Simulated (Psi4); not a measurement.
# CH3Te (SMILES C[Te]) at 3 levels

We compute a comparison of 3 runs (UHF/STO-3G, UPBE0/def2-SVP, U-r2SCAN/def2-TZVPP) of CH3Te. 

The calculation is run with Psi4 1.11.

2 further runs of the same task are left out: 1 that didn't finish, 1 set aside as unsound or not needed.

### Step 1. Starting point

The species is CH3Te (5 atoms), meant as a doublet with charge 0. SMILES: `C[Te]`. The shape is that of a PBE0-D4/def2-TZVP optimisation.

Bond lengths: C1–Te2 2.136 Å, C1–H3 1.087 Å, C1–H4 1.087 Å, C1–H5 1.091 Å. Angles: Te2–C1–H3 110.1°, Te2–C1–H4 110.1°, Te2–C1–H5 106.5°, H3–C1–H4 111.4°, H3–C1–H5 109.3°, H4–C1–H5 109.3°.

### Step 2. A single-point energy at UHF/STO-3G (sfX2C, C-PCM toluene) (run 1)

The input, job.inp:

```
memory 1600 mb

molecule system {
  0 2
  C     -0.203900    -0.046100    -0.001400
  Te     1.912000     0.238200     0.073400
  H     -0.456800    -1.054800     0.316200
  H     -0.702500     0.699400     0.613500
  H     -0.498800     0.089500    -1.043200
  symmetry c1
  no_reorient
  no_com
}

set basis STO-3G
set reference uhf
set scf_type pk
set relativistic x2c
set pcm true

pcm = {
  Units = Angstrom
  Medium {
    SolverType = CPCM
    Solvent = Toluene
  }
  Cavity {
    Type = GePol
    RadiiSet = UFF
    Scaling = False
    Area = 0.3
    Mode = Implicit
  }
}

energy_value = energy("hf")
print_variables()
```

Command:

```
psi4 -i job.inp -o job.out -n 1
```

job.out:

```text
[...]
  Running in c1 symmetry.
[...]
  Nuclear repulsion =  117.580272471338915
[...]
  Multiplicity = 2
[...]
  Nalpha       = 31
  Nbeta        = 30
[...]
    Number of basis functions: 35
[...]
    WARNING: The X2C and Dirac Hamiltonians have substatially different eigenvalues!
             This is probably caused by the recontraction of the basis set.
[...]
   @UHF iter   1: -6708.33071505059524   -3.02156e+00   9.61327e-03 DIIS/ADIIS
[...]
   @UHF iter   9: -6708.46497603666649   -5.59685e-08   7.82220e-07 DIIS
[...]
   @S^2 Observed:                7.552513481E-01
[...]
    Orbital Energies [Eh]
    ---------------------
    Alpha Occupied:
       1A   -1145.555382     2A   -182.099039     3A   -164.350105
       4A   -164.349244     5A   -164.348433     6A    -37.448712
       7A    -31.577400     8A    -31.575368     9A    -31.571673
      10A    -21.782494    11A    -21.782442    12A    -21.779434
      13A    -21.778681    14A    -21.777827    15A    -11.046012
      16A     -6.486958    17A     -4.748078    18A     -4.741239
      19A     -4.726275    20A     -1.621174    21A     -1.619962
      22A     -1.607107    23A     -1.604696    24A     -1.601544
      25A     -0.917579    26A     -0.625750    27A     -0.546132
      28A     -0.545731    29A     -0.356010    30A     -0.288327
      31A     -0.242576
[...]
  @UHF Final Energy: -6708.46497603666649
   => Energetics <=
    Nuclear Repulsion Energy =            117.5802724713389154
    One-Electron Energy =               -9442.3845168326406565
    Two-Electron Energy =                2616.3413854536465806
    PCM Polarization Energy =              -0.0021171290117024
    Total Energy =                      -6708.4649760366664850
  UHF NO Occupations:
  HONO-2 :   29  A 1.9999510
[...]
 Multipole Moments:
 ------------------------------------------------------------------------------------
     Multipole            Electronic (a.u.)      Nuclear  (a.u.)        Total (a.u.)
 ------------------------------------------------------------------------------------
 L = 1.  Multiply by 2.5417464519 to convert [e a0] to [Debye]
 Dipole X            :       -183.0712805          182.4388845           -0.6323960
 Dipole Y            :        -22.4647455           22.3817273           -0.0830182
 Dipole Z            :         -7.0153707            6.9823491           -0.0330216
 Magnitude           :                                                    0.6386761
[...]
```

It took 3.6 s on 1 thread of Intel Xeon Platinum 8259CL at 2.50GHz (Skylake/Cascade Lake), shared host; peak memory 0.2 GiB.

### Step 3. Energy and forces at UPBE0/def2-SVP (core potential) (run 2)

The input, calc.py:

```python
import psi4

psi4.set_memory('1600 MB')
psi4.set_num_threads(1)
psi4.set_output_file('ch3te.out', False)

m = psi4.geometry("""
0 2
C     -0.203900    -0.046100    -0.001400
Te     1.912000     0.238200     0.073400
H     -0.456800    -1.054800     0.316200
H     -0.702500     0.699400     0.613500
H     -0.498800     0.089500    -1.043200
symmetry c1
no_reorient
no_com
""")

options = {'basis': 'def2-SVP', 'reference': 'uks', 'puream': True, 'e_convergence': 1e-09, 'd_convergence': 1e-08, 'scf_type': 'pk', 'dft_radial_points': 99, 'dft_spherical_points': 590, 'maxiter': 200}
psi4.set_options(options)

E, wfn = psi4.gradient("pbe0", return_wfn=True)
psi4.oeprop(wfn, "MULLIKEN_CHARGES", "QUADRUPOLE", "LOWDIN_CHARGES")
print('gradient / Eh bohr^-1')
print(E.np.round(6))
print(f'energy = {wfn.energy():.10f} Eh')
```

Command:

```
python calc.py
```

ch3te.out, cut to the lines that bear on the results:

```text
[...]
  Running in c1 symmetry.
[...]
  Nuclear repulsion =   59.458426100528037
[...]
  Multiplicity = 2
[...]
  Nalpha       = 17
  Nbeta        = 16
[...]
    Number of basis functions: 55
[...]
   @UKS iter   1:  -307.61807209460602   -2.25705e+00   1.10062e-02 DIIS/ADIIS
[...]
   @UKS iter  24:  -307.82742585690926    1.26761e-11   3.15949e-09 DIIS
[...]
   @S^2 Observed:                7.528917031E-01
[...]
  @UKS Final Energy:  -307.82742585690926
   => Energetics <=
    Nuclear Repulsion Energy =             59.4584261005280368
    One-Electron Energy =                -638.4021438933208401
    Two-Electron Energy =                 291.8767732604605953
    DFT Exchange-Correlation Energy =     -20.7604813245770785
    Empirical Dispersion Energy =           0.0000000000000000
    VV10 Nonlocal Energy =                  0.0000000000000000
    Total Energy =                       -307.8274258569092581
[...]
  -Total Gradient:
     Atom            X                  Y                   Z
    ------   -----------------  -----------------  -----------------
       1       -0.002440473286    -0.002743049943     0.013327000904
       2       -0.005937882883    -0.000220513400    -0.003485043737
       3        0.001257528077     0.005949666376    -0.005555531077
       4        0.002542187610    -0.003194551827    -0.007117052455
       5        0.004581811989     0.000208885643     0.002830624986
[...]
 Multipole Moments:
 ------------------------------------------------------------------------------------
     Multipole            Electronic (a.u.)      Nuclear  (a.u.)        Total (a.u.)
 ------------------------------------------------------------------------------------
 L = 1.  Multiply by 2.5417464519 to convert [e a0] to [Debye]
 Dipole X            :        -81.7378108           81.2705066           -0.4673042
 Dipole Y            :         -9.8384137            9.7780099           -0.0604038
 Dipole Z            :         -3.1287577            3.0985839           -0.0301737
 Magnitude           :                                                    0.4721570
 L = 2.  Multiply by 1.3450342976 to convert [e a0^2] to [Debye ang]
 Quadrupole XX       :       -343.3883560          317.6043679          -25.7839881
 Quadrupole XY       :        -39.2822932           39.0416729           -0.2406203
[...]
  Mulliken Charges: (a.u.)
   Center  Symbol    Alpha    Beta     Spin     Total
[...]
```

Standard output:

```text
gradient / Eh bohr^-1
[[-0.00244  -0.002743  0.013327]
 [-0.005938 -0.000221 -0.003485]
 [ 0.001258  0.00595  -0.005556]
 [ 0.002542 -0.003195 -0.007117]
 [ 0.004582  0.000209  0.002831]]
energy = -307.8274258569 Eh
```

It took 29 s on 1 thread of Intel Xeon Platinum 8259CL at 2.50GHz (Skylake/Cascade Lake), shared host; peak memory 0.64 GiB.

### Step 4. The energy at U-r2SCAN/def2-TZVPP (core potential) (run 3)

The input, input.dat:

```
memory 1600 mb

molecule molecule1 {
  0 2
  C     -0.203900    -0.046100    -0.001400
  Te     1.912000     0.238200     0.073400
  H     -0.456800    -1.054800     0.316200
  H     -0.702500     0.699400     0.613500
  H     -0.498800     0.089500    -1.043200
  symmetry c1
  no_reorient
  no_com
}

set globals {
  reference uks
  scf_type pk
}

e_tot, wfn = energy('r2scan/def2-TZVPP', return_wfn=True)
```

Command:

```
psi4 -i input.dat -o output.dat -n 1
```

output.dat:

```text
[...]
    !!!  WARNING: ECP capability is in beta. Please check occupations closely.  !!!
[...]
  Running in c1 symmetry.
[...]
  Nuclear repulsion =   59.458426100528037
[...]
  Multiplicity = 2
[...]
  Nalpha       = 17
  Nbeta        = 16
[...]
    Number of basis functions: 123
[...]
   @UKS iter   1:  -307.51158157764326   -1.63036e+00   8.34421e-03 ADIIS/DIIS
[...]
   @UKS iter  16:  -308.00407418245578   -2.25166e-07   4.84478e-07 DIIS
[...]
   @S^2 Observed:                7.555725903E-01
[...]
    Orbital Energies [Eh]
    ---------------------
    Alpha Occupied:
       1A    -10.059991     2A     -6.202156     3A     -4.336574
       4A     -4.331351     5A     -4.319713     6A     -1.538804
       7A     -1.537811     8A     -1.528034     9A     -1.523192
      10A     -1.521421    11A     -0.695352    12A     -0.559619
      13A     -0.399893    14A     -0.397286    15A     -0.306070
      16A     -0.237430    17A     -0.196889
    Alpha Virtual:
      18A     -0.032357    19A      0.072317    20A      0.098044
      21A      0.103982    22A      0.151500    23A      0.164114
      24A      0.171854    25A      0.182430    26A      0.188167
[...]
  @UKS Final Energy:  -308.00407418245578
   => Energetics <=
    Nuclear Repulsion Energy =             59.4584261005280368
    One-Electron Energy =                -638.5255651350732933
    Two-Electron Energy =                 298.4479083022838495
    DFT Exchange-Correlation Energy =     -27.3848434501943849
    Empirical Dispersion Energy =           0.0000000000000000
    VV10 Nonlocal Energy =                  0.0000000000000000
    Total Energy =                       -308.0040741824557813
[...]
 Multipole Moments:
 ------------------------------------------------------------------------------------
     Multipole            Electronic (a.u.)      Nuclear  (a.u.)        Total (a.u.)
 ------------------------------------------------------------------------------------
 L = 1.  Multiply by 2.5417464519 to convert [e a0] to [Debye]
 Dipole X            :        -81.7881798           81.2705066           -0.5176732
 Dipole Y            :         -9.8454169            9.7780099           -0.0674070
 Dipole Z            :         -3.1284785            3.0985839           -0.0298946
 Magnitude           :                                                    0.5228986
[...]
```

Run time: 51 s. Hardware: 1 thread of Intel Xeon Platinum 8259CL at 2.50GHz (Skylake/Cascade Lake), shared host; peak memory 0.77 GiB.

### Step 5. The series

```
run                                 level      task  radii   energy (Eh)  dipole moment (D)  HOMO energy (eV)  LUMO energy (eV)  wall time
  1     UHF/STO-3G (sfX2C, C-PCM toluene)    energy    UFF  -6708.464976               1.62             -5.82              3.01      3.6 s
  2       UPBE0/def2-SVP (core potential)  gradient      –   -307.827426               1.20             -5.73             -3.71       29 s
  3  U-r2SCAN/def2-TZVPP (core potential)    energy      –   -308.004074               1.33             -5.06             -4.33       51 s
```

### Step 6. Summary of results

```
                                 quantity          value
                      run 3: total energy  -308.00407 Eh
                     run 3: dipole moment         1.33 D
run 3: HOMO energy (highest over α and β)       -5.06 eV
 run 3: LUMO energy (lowest over α and β)       -4.33 eV
                              run 3: ⟨S²⟩          0.756
```

What this shows: The dipole moment (its size) runs from 1.20 D (UPBE0/def2-SVP) to 1.62 D (UHF/STO-3G). The two ends differ in method and basis and solvent and Hamiltonian and core potential. Totals of different functionals can't be ranked against each other. Some runs of one species differ in core potentials or relativity; totals across that change don't compare. In run 1 the basis is minimal, so the values are rough. All runs together took 84 s, the longest 51 s.
